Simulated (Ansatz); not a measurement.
# Cu: the cost of one run

Computed with Ansatz 0.2.0 (DFT LDA, scalar-relativistic, plane waves, PAW, unless a step's input says otherwise).

2 further runs of the same task are left out: 1 that didn't finish, 1 set aside as unsound or not needed.

**1. The starting structure**

It takes space group Fm-3m (No. 225, cubic). Conventional cell: a = 3.519 Å, b = 3.519 Å, c = 3.519 Å, α = 90.00°, β = 90.00°, γ = 90.00°. Cu (site symmetry m-3m) is surrounded by 12 Cu at 2.49 Å.

As a file:

```
Cu
1.0
     0.00000    1.75940    1.75940
     1.75940    0.00000    1.75940
     1.75940    1.75940    0.00000
Cu
1
Direct
  0.00000 0.00000 0.00000
```

This cell was relaxed beforehand with the same method: volume 10.89 Å³/atom, gap on the mesh none (metal).

**2. Phonons at rest**

The input, input.yaml:

```yaml
crystal:
  lattice:
    - [0.0, 1.7594038554, 1.7594038554]
    - [1.7594038554, 0.0, 1.7594038554]
    - [1.7594038554, 1.7594038554, 0.0]
  atoms:
    - { symbol: Cu, position: [0.0, 0.0, 0.0] }
basis:
  ecutwfc: 420
kpoints:
  mp_grid: { grid: [20, 20, 20] }
hamiltonian:
  xc: lda
scf:
  occupations: { method: fermi_dirac, width: 0.15 }
output:
  eigenvalues: true
phonons:
  method: dfpt
  eigenvectors: true
  qmesh: [2, 2, 2]
  temperatures: { t_max: 1000, t_step: 100 }
  qpath:
    path:
      - [[0.0, 0.0, 0.0], [0.5, 0.0, 0.5], [0.625, 0.25, 0.625]]
      - [[0.375, 0.375, 0.75], [0.0, 0.0, 0.0], [0.5, 0.5, 0.5], [0.5, 0.25, 0.75], [0.5, 0.0, 0.5]]
    npoints: 8
```

Run with:

```
ansatz run input.yaml --threads 1 --pin off --max-ram 3072MiB --backend cpu --events-out ev --progress --plain --runs-dir out
```

**Question.** How long does this run take on 1 thread of AMD EPYC (Zen 3), shared host, and how much memory does it need?

About 2.8 min, with a peak of 1.1 GiB.
